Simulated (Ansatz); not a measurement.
# The cluster Ga₅H₁₃O₁₄: structure and electronic state

Aim: characterise the cluster Ga₅H₁₃O₁₄ as a singlet: its structure, frontier levels and distribution of charge.

Program: Ansatz 0.2.0, Gaussian basis. Level of theory: RKS PBE0-D4/def2-TZVP. These are calculated values, not measurements.

Levels to be run: relaxation at PBE-D4/def2-SVP; a single point at PBE0-D4/def2-TZVP.

**1. Starting geometry**

32 atoms, charge 0, spin multiplicity 1.

Atoms are counted from 1 here; the program's logs count them from 0.

Bond lengths: Ga1–O9 1.747 Å, Ga1–O10 1.879 Å, Ga1–O16 1.839 Å, Ga1–O18 1.767 Å, Ga2–O6 2.096 Å, Ga2–O8 1.748 Å, Ga2–O13 1.885 Å, Ga2–O14 1.887 Å, Ga2–O16 2.004 Å, Ga3–O17 1.751 Å, Ga3–O18 1.724 Å, Ga3–O19 1.738 Å, Ga4–O10 1.920 Å, Ga4–O11 1.739 Å, Ga4–O14 1.890 Å, Ga4–O15 1.736 Å, Ga5–O6 1.880 Å, Ga5–O7 1.735 Å and more. Angles: O9–Ga1–O10 112.5°, O9–Ga1–O16 103.2°, O9–Ga1–O18 118.3°, O10–Ga1–O16 102.7°, O10–Ga1–O18 108.5°, O16–Ga1–O18 110.5°, O6–Ga2–O8 95.7°, O6–Ga2–O13 77.9°, O6–Ga2–O14 90.0°, O6–Ga2–O16 167.7°, O8–Ga2–O13 133.9°, O8–Ga2–O14 120.6°, O8–Ga2–O16 90.8°, O13–Ga2–O14 105.2°, O13–Ga2–O16 90.1°, O14–Ga2–O16 95.7°, O17–Ga3–O18 118.7°, O17–Ga3–O19 119.9° and more.

Geometry (Å):

```mol
Ga5H13O14
  3D, bonds by distance, orders not assigned

 32 33  0  0  0  0  0  0  0  0999 V2000
    0.7226   -1.4877    0.3036 Ga  0  0
    0.7077    1.7963   -0.2143 Ga  0  0
    1.1466   -4.0753    2.0169 Ga  0  0
   -1.9586    0.2572    1.3513 Ga  0  0
    0.1263    2.4240   -3.0066 Ga  0  0
    0.0606    3.3984   -1.4004 O   0  0
    0.9791    3.1335   -4.3402 O   0  0
    1.4708    2.7827    1.0110 O   0  0
    0.4395   -1.5246   -1.4195 O   0  0
   -0.8687   -1.3216    1.2887 O   0  0
   -3.5222   -0.1573    0.7135 O   0  0
   -1.4513    1.7199   -3.2627 O   0  0
    1.2113    1.2376   -1.9424 O   0  0
   -1.0796    1.2260   -0.0122 O   0  0
   -1.8564    1.0039    2.9153 O   0  0
    1.5315    0.1432    0.5625 O   0  0
   -0.4531   -3.9787    2.7212 O   0  0
    1.6923   -2.7788    1.0208 O   0  0
    2.1434   -5.4659    2.3201 O   0  0
   -0.4680    4.1753   -1.2079 H   0  0
    1.8672    3.4548   -4.1912 H   0  0
    1.4541    3.7349    0.9200 H   0  0
    0.0191   -2.2726   -1.8417 H   0  0
   -1.0388   -2.0172    1.9379 H   0  0
   -4.2947    0.0009    1.2507 H   0  0
   -1.7690    1.6201   -4.1569 H   0  0
    1.2534    0.2824   -2.0865 H   0  0
   -1.5631    1.2396   -0.8524 H   0  0
   -1.0321    1.3821    3.2177 H   0  0
    2.2274    0.2753    1.2127 H   0  0
   -0.7059   -4.7275    3.2622 H   0  0
    3.0087   -5.4812    1.9093 H   0  0
  1  9  8  0
  1 10  8  0
  1 16  8  0
  1 18  8  0
  2  6  8  0
  2  8  8  0
  2 13  8  0
  2 14  8  0
  2 16  8  0
  3 17  8  0
  3 18  8  0
  3 19  8  0
  4 10  8  0
  4 11  8  0
  4 14  8  0
  4 15  8  0
  5  6  8  0
  5  7  8  0
  5 12  8  0
  5 13  8  0
  6 20  8  0
  7 21  8  0
  8 22  8  0
  9 23  8  0
 10 24  8  0
 11 25  8  0
 12 26  8  0
 13 27  8  0
 14 28  8  0
 15 29  8  0
 16 30  8  0
 17 31  8  0
 19 32  8  0
M  END
```

The start is a GFN2-xTB geometry.

**2. Optimising with PBE-D4/def2-SVP**

Input file in.yaml:

```yaml
crystal:
  periodic: [false, false, false]
  atoms:
    - {symbol: Ga, position_ang: [0.722560, -1.487670, 0.303570]}
    - {symbol: Ga, position_ang: [0.707680, 1.796300, -0.214280]}
    - {symbol: Ga, position_ang: [1.146630, -4.075340, 2.016920]}
    - {symbol: Ga, position_ang: [-1.958640, 0.257220, 1.351250]}
    - {symbol: Ga, position_ang: [0.126250, 2.424040, -3.006600]}
    - {symbol: O, position_ang: [0.060610, 3.398450, -1.400420]}
    - {symbol: O, position_ang: [0.979120, 3.133490, -4.340240]}
    - {symbol: O, position_ang: [1.470760, 2.782670, 1.010980]}
    - {symbol: O, position_ang: [0.439510, -1.524610, -1.419510]}
    - {symbol: O, position_ang: [-0.868720, -1.321600, 1.288710]}
    - {symbol: O, position_ang: [-3.522200, -0.157300, 0.713450]}
    - {symbol: O, position_ang: [-1.451290, 1.719870, -3.262740]}
    - {symbol: O, position_ang: [1.211280, 1.237580, -1.942370]}
    - {symbol: O, position_ang: [-1.079570, 1.225950, -0.012230]}
    - {symbol: O, position_ang: [-1.856410, 1.003920, 2.915340]}
    - {symbol: O, position_ang: [1.531500, 0.143230, 0.562450]}
    - {symbol: O, position_ang: [-0.453050, -3.978710, 2.721190]}
    - {symbol: O, position_ang: [1.692300, -2.778790, 1.020800]}
    - {symbol: O, position_ang: [2.143440, -5.465890, 2.320070]}
    - {symbol: H, position_ang: [-0.467990, 4.175350, -1.207910]}
    - {symbol: H, position_ang: [1.867170, 3.454850, -4.191180]}
    - {symbol: H, position_ang: [1.454090, 3.734920, 0.919980]}
    - {symbol: H, position_ang: [0.019110, -2.272560, -1.841710]}
    - {symbol: H, position_ang: [-1.038760, -2.017180, 1.937920]}
    - {symbol: H, position_ang: [-4.294750, 0.000890, 1.250650]}
    - {symbol: H, position_ang: [-1.769030, 1.620120, -4.156910]}
    - {symbol: H, position_ang: [1.253380, 0.282440, -2.086540]}
    - {symbol: H, position_ang: [-1.563060, 1.239640, -0.852440]}
    - {symbol: H, position_ang: [-1.032130, 1.382110, 3.217670]}
    - {symbol: H, position_ang: [2.227420, 0.275300, 1.212660]}
    - {symbol: H, position_ang: [-0.705920, -4.727520, 3.262160]}
    - {symbol: H, position_ang: [3.008710, -5.481150, 1.909280]}
basis:
  gaussian: {orbitals: def2-SVP, fitting: {mean_field: def2-universal-jkfit}}
hamiltonian: {xc: pbe, dispersion: d4}
scf: {lower_state_search: "off"}
output: {orbitals: {seedname: orbitals}}
relax: {f_tol: 0.03, max_steps: 70}
```

Started as:

```bash
ansatz run in.yaml --threads 2 --pin off --events-out ev --progress --plain --max-ram 32768MiB --backend cuda --devices 0, --max-vram 18GiB
```

The log of the run:

```text
Functional definition: PBE
  name "PBE"
  cite "Perdew, Burke & Ernzerhof, Phys. Rev. Lett. 77, 3865 (1996) doi:10.1103/PhysRevLett.77.3865"
  parent pbe
  parameter kappa = 0.804
  parameter beta = 0.06672455060314922
  exchange = pbe_x(kappa = kappa, mu = beta*pi^2/3)
  correlation = pbe_c(beta = beta)
these checks for a lower state are left out or cut short: stability, starts, cluster_reference, orbital_swaps, neighbouring_geometries, increment
2642 factors; integrals over basis functions are off by at most 1.8e-1 eV
mean field evaluation 1: about -290576.6852 eV, gradient 2.1e2 eV
mean field evaluation 2: about -290273.3608 eV, gradient 4.3e2 eV
mean field evaluation 4: about -290648.8827 eV, gradient 3.4e1 eV
mean field evaluation 8: about -290650.9199 eV, gradient 6.4e-1 eV
mean field evaluation 16: about -290650.9251 eV, gradient 1.7e-3 eV
mean field -290650.92505024 eV, -10681.2244853234 hartree, gradient 3.3e-6 eV, S^2 0.000000; 0 other end points of the search recorded, 0 dependent functions left out
the calculation of the forces begins
reference -290650.92513289 eV, -10681.2244883607 hartree; 140, 140 occupied and 281, 281 virtual orbitals, 2642 factors
relax step   1: F+E_penalty+E_count = -290652.27988068 eV  Δ(F+E_penalty+E_count) = +0.000e0 eV  max|allowed force component| = 1.745e0 eV/Å  Δτ_max = 0.0000 Å  (22 SCF iters, accepted)
these checks for a lower state are left out or cut short: stability, starts, cluster_reference, orbital_swaps, neighbouring_geometries, increment
2642 factors; integrals over basis functions are off by at most 1.8e-1 eV
mean field -290651.69227630 eV, -10681.2526803612 hartree, gradient 2.2e-6 eV, S^2 0.000000; 0 other end points of the search recorded, 0 dependent functions left out
the calculation of the forces begins
reference -290651.69235912 eV, -10681.2526834047 hartree; 140, 140 occupied and 281, 281 virtual orbitals, 2642 factors
relax step   2: F+E_penalty+E_count = -290653.02992400 eV  Δ(F+E_penalty+E_count) = -7.500e-1 eV  max|allowed force component| = 8.988e-1 eV/Å  Δτ_max = 0.1905 Å  (20 SCF iters, accepted)
these checks for a lower state are left out or cut short: stability, starts, cluster_reference, orbital_swaps, neighbouring_geometries, increment
2642 factors; integrals over basis functions are off by at most 1.9e-1 eV
mean field evaluation 32: about -290651.4146 eV, gradient 1.9e1 eV
mean field -290652.07565498 eV, -10681.2667692677 hartree, gradient 1.7e-6 eV, S^2 0.000000; 0 other end points of the search recorded, 0 dependent functions left out
the calculation of the forces begins
reference -290652.07573778 eV, -10681.2667723105 hartree; 140, 140 occupied and 281, 281 virtual orbitals, 2642 factors
relax step   3: F+E_penalty+E_count = -290653.41023281 eV  Δ(F+E_penalty+E_count) = -3.803e-1 eV  max|allowed force component| = 5.290e-1 eV/Å  Δτ_max = 0.1924 Å  (26 SCF iters, accepted)
[... from here on, the SCF cycles and remarks between the steps are left out ...]
relax step   4: F+E_penalty+E_count = -290653.55512906 eV  Δ(F+E_penalty+E_count) = -1.449e-1 eV  max|allowed force component| = 3.427e-1 eV/Å  Δτ_max = 0.1919 Å  (21 SCF iters, accepted)
relax step   5: F+E_penalty+E_count = -290653.66455704 eV  Δ(F+E_penalty+E_count) = -1.094e-1 eV  max|allowed force component| = 2.609e-1 eV/Å  Δτ_max = 0.1964 Å  (20 SCF iters, accepted)
relax step   6: F+E_penalty+E_count = -290653.71871776 eV  Δ(F+E_penalty+E_count) = -5.416e-2 eV  max|allowed force component| = 5.461e-1 eV/Å  Δτ_max = 0.1940 Å  (25 SCF iters, accepted)
relax step   7: F+E_penalty+E_count = -290653.79180044 eV  Δ(F+E_penalty+E_count) = -7.308e-2 eV  max|allowed force component| = 2.077e-1 eV/Å  Δτ_max = 0.2000 Å  (20 SCF iters, accepted)
relax step   8: F+E_penalty+E_count = -290653.83896114 eV  Δ(F+E_penalty+E_count) = -4.716e-2 eV  max|allowed force component| = 2.618e-1 eV/Å  Δτ_max = 0.1922 Å  (20 SCF iters, accepted)
relax step   9: F+E_penalty+E_count = -290653.86778612 eV  Δ(F+E_penalty+E_count) = -2.882e-2 eV  max|allowed force component| = 4.328e-1 eV/Å  Δτ_max = 0.1943 Å  (20 SCF iters, accepted)
relax step  10: F+E_penalty+E_count = -290653.89665470 eV  Δ(F+E_penalty+E_count) = -2.887e-2 eV  max|allowed force component| = 5.511e-1 eV/Å  Δτ_max = 0.1924 Å  (20 SCF iters, accepted)
relax step  11: F+E_penalty+E_count = -290653.93477136 eV  Δ(F+E_penalty+E_count) = -3.812e-2 eV  max|allowed force component| = 6.430e-1 eV/Å  Δτ_max = 0.1924 Å  (20 SCF iters, accepted)
relax step  12: F+E_penalty+E_count = -290653.99400736 eV  Δ(F+E_penalty+E_count) = -5.924e-2 eV  max|allowed force component| = 5.325e-1 eV/Å  Δτ_max = 0.1945 Å  (20 SCF iters, accepted)
relax step  13: F+E_penalty+E_count = -290654.03414288 eV  Δ(F+E_penalty+E_count) = -4.014e-2 eV  max|allowed force component| = 2.797e-1 eV/Å  Δτ_max = 0.1930 Å  (21 SCF iters, accepted)
relax step  14: F+E_penalty+E_count = -290654.04640313 eV  Δ(F+E_penalty+E_count) = -1.226e-2 eV  max|allowed force component| = 2.019e-1 eV/Å  Δτ_max = 0.1327 Å  (21 SCF iters, accepted)
relax step  15: F+E_penalty+E_count = -290654.02939689 eV  Δ(F+E_penalty+E_count) = +1.701e-2 eV  max|allowed force component| = 4.281e-1 eV/Å  Δτ_max = 0.2000 Å  (25 SCF iters, rejected (line search))
relax step  16: F+E_penalty+E_count = -290654.06498275 eV  Δ(F+E_penalty+E_count) = -1.858e-2 eV  max|allowed force component| = 2.304e-1 eV/Å  Δτ_max = 0.0976 Å  (20 SCF iters, accepted)
relax step  17: F+E_penalty+E_count = -290654.07280935 eV  Δ(F+E_penalty+E_count) = -7.827e-3 eV  max|allowed force component| = 7.258e-2 eV/Å  Δτ_max = 0.1000 Å  (20 SCF iters, accepted)
relax step  18: F+E_penalty+E_count = -290654.07427906 eV  Δ(F+E_penalty+E_count) = -1.470e-3 eV  max|allowed force component| = 4.447e-1 eV/Å  Δτ_max = 0.1087 Å  (20 SCF iters, accepted)
relax step  19: F+E_penalty+E_count = -290654.08011186 eV  Δ(F+E_penalty+E_count) = -5.833e-3 eV  max|allowed force component| = 1.615e-1 eV/Å  Δτ_max = 0.0198 Å  (21 SCF iters, accepted)
relax step  20: F+E_penalty+E_count = -290654.09381035 eV  Δ(F+E_penalty+E_count) = -1.370e-2 eV  max|allowed force component| = 1.865e-1 eV/Å  Δτ_max = 0.1727 Å  (20 SCF iters, accepted)
relax step  21: F+E_penalty+E_count = -290654.08448288 eV  Δ(F+E_penalty+E_count) = +9.327e-3 eV  max|allowed force component| = 7.000e-1 eV/Å  Δτ_max = 0.1471 Å  (21 SCF iters, rejected (line search))
relax step  22: F+E_penalty+E_count = -290654.10273354 eV  Δ(F+E_penalty+E_count) = -8.923e-3 eV  max|allowed force component| = 1.745e-1 eV/Å  Δτ_max = 0.0704 Å  (20 SCF iters, accepted)
relax step  23: F+E_penalty+E_count = -290654.10921981 eV  Δ(F+E_penalty+E_count) = -6.486e-3 eV  max|allowed force component| = 2.088e-1 eV/Å  Δτ_max = 0.1000 Å  (20 SCF iters, accepted)
relax step  24: F+E_penalty+E_count = -290654.11866330 eV  Δ(F+E_penalty+E_count) = -9.443e-3 eV  max|allowed force component| = 4.697e-1 eV/Å  Δτ_max = 0.1474 Å  (20 SCF iters, accepted)
relax step  25: F+E_penalty+E_count = -290654.12661929 eV  Δ(F+E_penalty+E_count) = -7.956e-3 eV  max|allowed force component| = 8.173e-1 eV/Å  Δτ_max = 0.1950 Å  (21 SCF iters, accepted)
relax step  26: F+E_penalty+E_count = -290654.14044038 eV  Δ(F+E_penalty+E_count) = -1.382e-2 eV  max|allowed force component| = 2.808e-1 eV/Å  Δτ_max = 0.2000 Å  (21 SCF iters, accepted)
relax step  27: F+E_penalty+E_count = -290654.11953126 eV  Δ(F+E_penalty+E_count) = +2.091e-2 eV  max|allowed force component| = 4.970e-1 eV/Å  Δτ_max = 0.1132 Å  (21 SCF iters, rejected (line search))
relax step  28: F+E_penalty+E_count = -290654.15029416 eV  Δ(F+E_penalty+E_count) = -9.854e-3 eV  max|allowed force component| = 9.346e-2 eV/Å  Δτ_max = 0.0543 Å  (21 SCF iters, accepted)
relax step  29: F+E_penalty+E_count = -290654.15227103 eV  Δ(F+E_penalty+E_count) = -1.977e-3 eV  max|allowed force component| = 1.414e-1 eV/Å  Δτ_max = 0.0464 Å  (21 SCF iters, accepted)
these checks for a lower state are left out or cut short: stability, starts, cluster_reference, orbital_swaps, neighbouring_geometries, increment
2642 factors; integrals over basis functions are off by at most 1.9e-1 eV
mean field evaluation 224: about -290652.6596 eV, gradient 2.5e0 eV
mean field -290652.67779031 eV, -10681.2888973330 hartree, gradient 2.0e-6 eV, S^2 0.000000; 0 other end points of the search recorded, 0 dependent functions left out
the calculation of the forces begins
reference -290652.67786932 eV, -10681.2889002365 hartree; 140, 140 occupied and 281, 281 virtual orbitals, 2642 factors
relax step  30: F+E_penalty+E_count = -290654.15328741 eV  Δ(F+E_penalty+E_count) = -1.016e-3 eV  max|allowed force component| = 2.738e-2 eV/Å  Δτ_max = 0.0473 Å  (21 SCF iters, accepted)
Total energy: -290654.15336642 eV, -10681.3431237548 hartree
Atom 0 at     0.829909    -1.475028    -0.116121 Å, force     0.015568    -0.006663    -0.006046 eV/Å
Atom 1 at     0.750220     1.834031    -0.071977 Å, force    -0.009868    -0.012476     0.015126 eV/Å
Atom 2 at     0.961450    -3.908366     1.821284 Å, force     0.007849    -0.022649    -0.003783 eV/Å
Atom 3 at    -1.628518     0.070961     1.297182 Å, force    -0.022914     0.004159     0.026116 eV/Å
Atom 4 at     0.334103     2.193868    -2.881392 Å, force     0.006706    -0.022043    -0.027385 eV/Å
Atom 5 at     0.074126     3.358159    -1.374858 Å, force     0.001304     0.012610    -0.000539 eV/Å
Atom 6 at     0.597207     2.823081    -4.543022 Å, force    -0.003403    -0.001732     0.010321 eV/Å
Atom 7 at     0.943009     2.798574     1.468219 Å, force     0.003045    -0.008842    -0.010781 eV/Å
Atom 8 at     0.982864    -1.069259    -1.904734 Å, force     0.002688     0.010177     0.000378 eV/Å
Atom 9 at    -1.009905    -1.554662     0.483266 Å, force    -0.002709    -0.004139     0.001272 eV/Å
Atom 10 at    -3.397842    -0.067590     1.623140 Å, force    -0.009208     0.002008    -0.000571 eV/Å
Atom 11 at    -0.967923     0.848953    -2.755627 Å, force     0.006099     0.003918     0.004779 eV/Å
Atom 12 at     1.667220     1.418401    -1.742949 Å, force     0.001416     0.023930     0.006847 eV/Å
Atom 13 at    -1.124948     1.219077    -0.151209 Å, force     0.018048     0.004937    -0.009586 eV/Å
Atom 14 at    -0.399542     0.509925     2.614200 Å, force     0.013513    -0.006843     0.000743 eV/Å
Atom 15 at     1.399824     0.135606     0.738990 Å, force     0.000554     0.016204    -0.003757 eV/Å
Atom 16 at    -0.842174    -3.678498     1.977200 Å, force    -0.002949     0.008590    -0.000623 eV/Å
Atom 17 at     1.703786    -2.942199     0.531069 Å, force    -0.013821     0.012180     0.006808 eV/Å
Atom 18 at     1.713905    -5.091074     2.931634 Å, force     0.000823    -0.005611     0.003831 eV/Å
Atom 19 at    -0.862041     3.551238    -1.175105 Å, force     0.006003     0.000655     0.001611 eV/Å
Atom 20 at     1.315223     3.481608    -4.569286 Å, force     0.004743     0.002691     0.002392 eV/Å
Atom 21 at     0.772415     3.744806     1.313603 Å, force    -0.001465     0.011343     0.001312 eV/Å
Atom 22 at     0.132003    -0.736382    -2.281479 Å, force    -0.004882     0.000940    -0.008476 eV/Å
Atom 23 at    -1.186589    -2.379466     1.037907 Å, force     0.004414    -0.010752    -0.002241 eV/Å
Atom 24 at    -3.625474     0.391400     2.451850 Å, force    -0.005497    -0.002292     0.001399 eV/Å
Atom 25 at    -1.590227     0.796026    -3.502968 Å, force    -0.001702    -0.005524    -0.002267 eV/Å
Atom 26 at     1.637565     0.395259    -1.855906 Å, force    -0.010935    -0.013669    -0.004661 eV/Å
Atom 27 at    -1.357532     0.960663    -1.094828 Å, force    -0.009769     0.004336    -0.007771 eV/Å
Atom 28 at    -0.164563     1.468985     2.578513 Å, force     0.001346     0.004661    -0.001913 eV/Å
Atom 29 at     0.949454     0.174865     1.650053 Å, force     0.000434    -0.003026     0.008005 eV/Å
Atom 30 at    -1.284307    -4.129395     2.717932 Å, force    -0.003751     0.003173     0.000339 eV/Å
Atom 31 at     2.677300    -5.143548     2.785385 Å, force     0.008319    -0.000249    -0.000879 eV/Å
Dipole moment:    -0.367211     0.163573     0.089243 e Å
Checks for a lower state left out: stability, starts, cluster_reference, orbital_swaps, neighbouring_geometries, increment
```

It took 2.3 min on 1 × H100 (card shared with other runs) with 2 threads of AMD EPYC 7R13, shared host.

Step by step: (the energy doesn't fall at every step)

```csv
step,energy from step 1 (eV),largest force component (eV/Å)
1,0.0000,1.7452
2,-0.7500,0.8988
3,-1.1304,0.5290
4,-1.2752,0.3427
5,-1.3847,0.2609
6,-1.4388,0.5461
7,-1.5119,0.2077
8,-1.5591,0.2618
9,-1.5879,0.4328
10,-1.6168,0.5511
11,-1.6549,0.6430
12,-1.7141,0.5325
13,-1.7543,0.2797
14,-1.7665,0.2019
15,-1.7495,0.4281
16,-1.7851,0.2304
17,-1.7929,0.0726
18,-1.7944,0.4447
19,-1.8002,0.1615
20,-1.8139,0.1865
21,-1.8046,0.7000
22,-1.8229,0.1745
23,-1.8293,0.2088
24,-1.8388,0.4697
25,-1.8467,0.8173
26,-1.8606,0.2808
27,-1.8396,0.4970
28,-1.8704,0.0935
29,-1.8724,0.1414
30,-1.8734,0.0274
```

Close pairs (by a distance rule), those that changed most:

```csv
bond,before (Å),after (Å),change (Å)
Ga5–O12,1.746,1.876,+0.130
Ga4–O15,1.736,1.854,+0.118
Ga1–O9,1.747,1.840,+0.094
Ga2–O14,1.887,1.975,+0.088
Ga2–O8,1.748,1.827,+0.079
Ga3–O17,1.751,1.825,+0.074
Ga1–O16,1.839,1.911,+0.072
Ga2–O13,1.885,1.951,+0.066
```

Bonds by kind at the end (by distance):

```csv
bond,count,shortest (Å),longest (Å)
Ga–O,20,1.775,2.116
H–O,13,0.973,1.030
```

(Part 1 of 2 ends here.)
